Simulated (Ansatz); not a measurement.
# AlGa3As4: gaps at several levels of theory

The task here is to estimate one member of a computed series from the others.

Program: Ansatz 0.2.0. Level of theory: DFT PBEsol, scalar-relativistic, plane waves, PAW. These are calculated values, not measurements.

That is the level of the relaxation; later steps name their own.

### Starting point

Symmetry: Amm2, No. 38, orthorhombic system. The conventional cell has a = 3.999 Å, b = 7.998 Å, c = 11.311 Å, α = 90.00°, β = 90.00°, γ = 90.00°. Al (site symmetry mm2) has 4 As at 2.45 Å as nearest neighbours. Ga (site symmetry m) has 4 As at 2.45 Å as nearest neighbours. Ga (site symmetry mm2) is surrounded by 4 As at 2.45 Å. As (site symmetry m) has 3 Ga at 2.45 Å and 1 Al at 2.45 Å as nearest neighbours. Around As (site symmetry mm2) lie 4 Ga at 2.45 Å. As (site symmetry mm2) is surrounded by 2 Al at 2.45 Å and 2 Ga at 2.45 Å.

Coordinates:

```cif
data_structure
_symmetry_space_group_name_H-M 'P 1'
_symmetry_Int_Tables_number 1
_cell_length_a 7.9980
_cell_length_b 7.9980
_cell_length_c 7.9980
_cell_angle_alpha 60.000
_cell_angle_beta 60.000
_cell_angle_gamma 60.000
_cell_volume 361.77
loop_
_atom_site_label
_atom_site_type_symbol
_atom_site_fract_x
_atom_site_fract_y
_atom_site_fract_z
_atom_site_occupancy
Al1 Al 0.00000 0.00000 0.00000 1
Al2 Al 0.50000 0.00000 0.00000 1
Ga1 Ga 0.00000 0.50000 0.00000 1
Ga2 Ga 0.00000 0.00000 0.50000 1
Ga3 Ga 0.50000 0.50000 0.00000 1
Ga4 Ga 0.50000 0.00000 0.50000 1
Ga5 Ga 0.00000 0.50000 0.50000 1
Ga6 Ga 0.50000 0.50000 0.50000 1
As1 As 0.87500 0.87500 0.37500 1
As2 As 0.37500 0.87500 0.37500 1
As3 As 0.87500 0.37500 0.37500 1
As4 As 0.87500 0.87500 0.87500 1
As5 As 0.37500 0.37500 0.37500 1
As6 As 0.37500 0.87500 0.87500 1
As7 As 0.87500 0.37500 0.87500 1
As8 As 0.37500 0.37500 0.87500 1
```

The first run:

(A quick probe on a coarse mesh, which set the mesh and smearing, is not shown.)

input.yaml

```yaml
crystal:
  lattice:
    - [-5.655475, 5.655475, 0.0]
    - [-5.655475, 0.0, 5.655475]
    - [0.0, 5.655475, 5.655475]
  atoms:
    - { symbol: Al, position: [0.0, 0.0, 0.0] }
    - { symbol: Al, position: [0.5, 0.0, 0.0] }
    - { symbol: Ga, position: [0.0, 0.5, 0.0] }
    - { symbol: Ga, position: [0.0, 0.0, 0.5] }
    - { symbol: Ga, position: [0.5, 0.5, 0.0] }
    - { symbol: Ga, position: [0.5, 0.0, 0.5] }
    - { symbol: Ga, position: [0.0, 0.5, 0.5] }
    - { symbol: Ga, position: [0.5, 0.5, 0.5] }
    - { symbol: As, position: [0.875, 0.875, 0.375] }
    - { symbol: As, position: [0.375, 0.875, 0.375] }
    - { symbol: As, position: [0.875, 0.375, 0.375] }
    - { symbol: As, position: [0.875, 0.875, 0.875] }
    - { symbol: As, position: [0.375, 0.375, 0.375] }
    - { symbol: As, position: [0.375, 0.875, 0.875] }
    - { symbol: As, position: [0.875, 0.375, 0.875] }
    - { symbol: As, position: [0.375, 0.375, 0.875] }
basis:
  ecutwfc: 420
kpoints:
  mp_grid: { grid: [4, 4, 4] }
hamiltonian:
  xc: pbesol
scf:
  occupations: { method: gaussian, width: 0.02 }
output:
  forces: true
  stress: true
  eigenvalues: true
relax:
  adjacent_minimum: "off"
  f_tol: 0.005
  max_steps: 80
  cell: { stress_tol: 0.05 }
```

Launch:

```
> ansatz run input.yaml --threads 4 --pin off --max-ram 10240MiB --backend cpu --events-out ev --progress --plain --runs-dir out
```

Among the steps run: Relaxing cell and atoms; Band edges over the whole zone; Levels with PBEsol; The run at PBEsol on the hybrid's mesh; Levels with HSE06; Levels with PBEsol, spin-orbit coupling; Levels with r2SCAN.

One table of the session follows, with a row left open; its other results are not shown here.

```
                      level  gap (eV)  least direct gap (eV)
                     PBEsol      0.65                   0.65
PBEsol on the hybrid's mesh         ?                      ?
                      HSE06      1.64                   1.64
PBEsol, spin-orbit coupling      0.54                   0.54
                     r2SCAN      1.20                   1.20
```

Estimate the missing values for PBEsol on the hybrid's mesh.

As computed: gap (eV): 0.63; least direct gap (eV): 0.63. In the column «gap (eV)» it lies between PBEsol, spin-orbit coupling (0.54) and PBEsol (0.65).

Gaps are by band count over the mesh and the named points; a gap of 0 means that the bands overlap or touch.
